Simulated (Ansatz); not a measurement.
# C2H8BrNSi: the cost of one run

All numbers below are computed with Ansatz 0.2.0 (RKS PBE0/def2-SVP).

## Step 1: Starting point

Bond lengths: C1–C2 1.467 Å, C2–N3 1.466 Å, C2–Si4 1.975 Å, Si4–Br5 2.167 Å, C1–H6 1.090 Å, C1–H7 1.118 Å, C1–H8 1.139 Å, C2–H9 1.058 Å, N3–H10 1.063 Å, N3–H11 1.007 Å, Si4–H12 1.461 Å, Si4–H13 1.519 Å. Angles (14 of 21 angles, heavy atoms first): C1–C2–N3 107.5°, C1–C2–Si4 115.2°, N3–C2–Si4 111.9°, C2–Si4–Br5 108.0°, C1–C2–H9 108.9°, N3–C2–H9 107.1°, Si4–C2–H9 106.0°, C2–C1–H6 115.7°, C2–C1–H7 112.8°, C2–C1–H8 112.2°, C2–N3–H10 109.9°, C2–N3–H11 112.8°, C2–Si4–H12 108.1°, C2–Si4–H13 107.2°.

Coordinates:

```xyz
13

C    -1.3761    0.1199   -0.5649
C    -0.0802   -0.3780   -0.0912
N    -0.2689   -0.8666    1.2776
Si    1.4105    0.9111   -0.2135
Br    3.2185   -0.0915    0.4370
H    -2.1963   -0.5969   -0.5357
H    -1.3343    0.5078   -1.6128
H    -1.7296    1.0286    0.0230
H     0.2036   -1.2091   -0.6819
H     0.6126   -1.3597    1.6100
H    -0.9947   -1.5609    1.3481
H     1.5258    1.3409   -1.6055
H     1.0294    2.1197    0.6245
```

## Step 2: End point A

The input, input.yaml:

```yaml
crystal:
  periodic: [false, false, false]
  atoms:
    - { symbol: C, position_ang: [-1.3761, 0.1199, -0.5649] }
    - { symbol: C, position_ang: [-0.0802, -0.378, -0.0912] }
    - { symbol: "N", position_ang: [-0.2689, -0.8666, 1.2776] }
    - { symbol: Si, position_ang: [1.4105, 0.9111, -0.2135] }
    - { symbol: Br, position_ang: [3.2185, -0.0915, 0.437] }
    - { symbol: H, position_ang: [-2.1963, -0.5969, -0.5357] }
    - { symbol: H, position_ang: [-1.3343, 0.5078, -1.6128] }
    - { symbol: H, position_ang: [-1.7296, 1.0286, 0.023] }
    - { symbol: H, position_ang: [0.2036, -1.2091, -0.6819] }
    - { symbol: H, position_ang: [0.6126, -1.3597, 1.61] }
    - { symbol: H, position_ang: [-0.9947, -1.5609, 1.3481] }
    - { symbol: H, position_ang: [1.5258, 1.3409, -1.6055] }
    - { symbol: H, position_ang: [1.0294, 2.1197, 0.6245] }
basis:
  gaussian: { orbitals: def2-SVP }
hamiltonian:
  xc: pbe0
relax:
  f_tol: 0.015
  max_steps: 40
output:
  orbitals: {}
```

The run is started by

```bash
> ansatz run input.yaml --threads 2 --pin off --max-ram 3072MiB --backend cpu --events-out ev --progress --plain --runs-dir out
```

Q: Estimate wall time and peak memory on 2 threads of Intel Xeon Platinum 8488C (Sapphire Rapids), shared host.

About 35 s, with a peak of 0.37 GiB.
